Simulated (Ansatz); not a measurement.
CH2BrI, SMILES BrCI, the interaction energy of a dimer with the counterpoise correction

Program: Ansatz 0.2.0 through its Python package.

The cells in order, each with its output:

In [1]:
```python
import ansatz
```

In [2]:
```python
FIRST = [
    ("Br", (-1.741, -0.1491, 0.435)),
    ("C", (0.0489, 0.1021, -0.1771)),
    ("I", (1.2947, -0.7665, 1.2155)),
    ("H", (0.2877, 1.1904, -0.2964)),
    ("H", (0.1096, -0.3771, -1.1768)),
]
SECOND = [
    ("Br", (-1.7461, 2.7819, 0.8502)),
    ("C", (-2.6131, 2.4507, 2.5176)),
    ("I", (-2.8388, 4.2706, 3.457)),
    ("H", (-2.014, 1.7493, 3.1539)),
    ("H", (-3.5797, 1.9601, 2.2775)),
]
```

In [3]:
```python
def energy(atoms, ghosts=()):
    molecule = ansatz.Crystal.molecule()
    for symbol, xyz in atoms:
        molecule = molecule.atom(symbol, xyz)
    calc = (
        molecule.calculation()
        .basis(gaussian="def2-SVPD")
        .functional("b3lyp")
    )
    deck = calc.input()
    if ghosts:
        deck = deck.set(ansatz.key.basis.gaussian.ghost_atoms, [{"symbol": s, "position_ang": list(xyz)} for s, xyz in ghosts])
    return ansatz.Session.from_dict(deck).plan().execute().report["free_energy_ev"]
```

In [4]:
```python
# ghost atoms carry the functions of the partner
both = energy(FIRST + SECOND)
alone = energy(FIRST) + energy(SECOND)
ghosted = energy(FIRST, SECOND) + energy(SECOND, FIRST)
print(f"dimer {both:.6f} eV")
print(f"interaction, uncorrected   {23.060548 * (both - alone):8.3f} kcal/mol")
print(f"interaction, counterpoise  {23.060548 * (both - ghosted):8.3f} kcal/mol")
print(f"basis-set superposition    {23.060548 * (alone - ghosted):8.3f} kcal/mol")
```
```text
dimer -158420.539917 eV
interaction, uncorrected     13.948 kcal/mol
interaction, counterpoise    14.994 kcal/mol
basis-set superposition       1.046 kcal/mol
```

Uncorrected it is 13.948 kcal/mol, with the counterpoise correction 14.994 kcal/mol; the difference, 1.05 kcal/mol, is the superposition error. In this basis both values are repulsive.

What to keep in mind:
- Total energies depend on the basis set; only differences at equal settings carry meaning.
- The dimer is a generated trial pose of unrelaxed monomers, not a minimum, so the figure is no binding energy, and the basis set is small.
- def2 sets replace the cores of elements past krypton by effective core potentials.
- b3lyp holds the VWN-RPA fit, as in Gaussian; the form of ORCA and Turbomole is b3lyp5.
- This level lacks the dispersion part of the attraction (electrostatics and induction are there), which can decide the sign where the interaction is weak.
- Hardware and time: 72 s on 1 thread of Arm Neoverse V2 (shared host), peak memory 1 GiB.
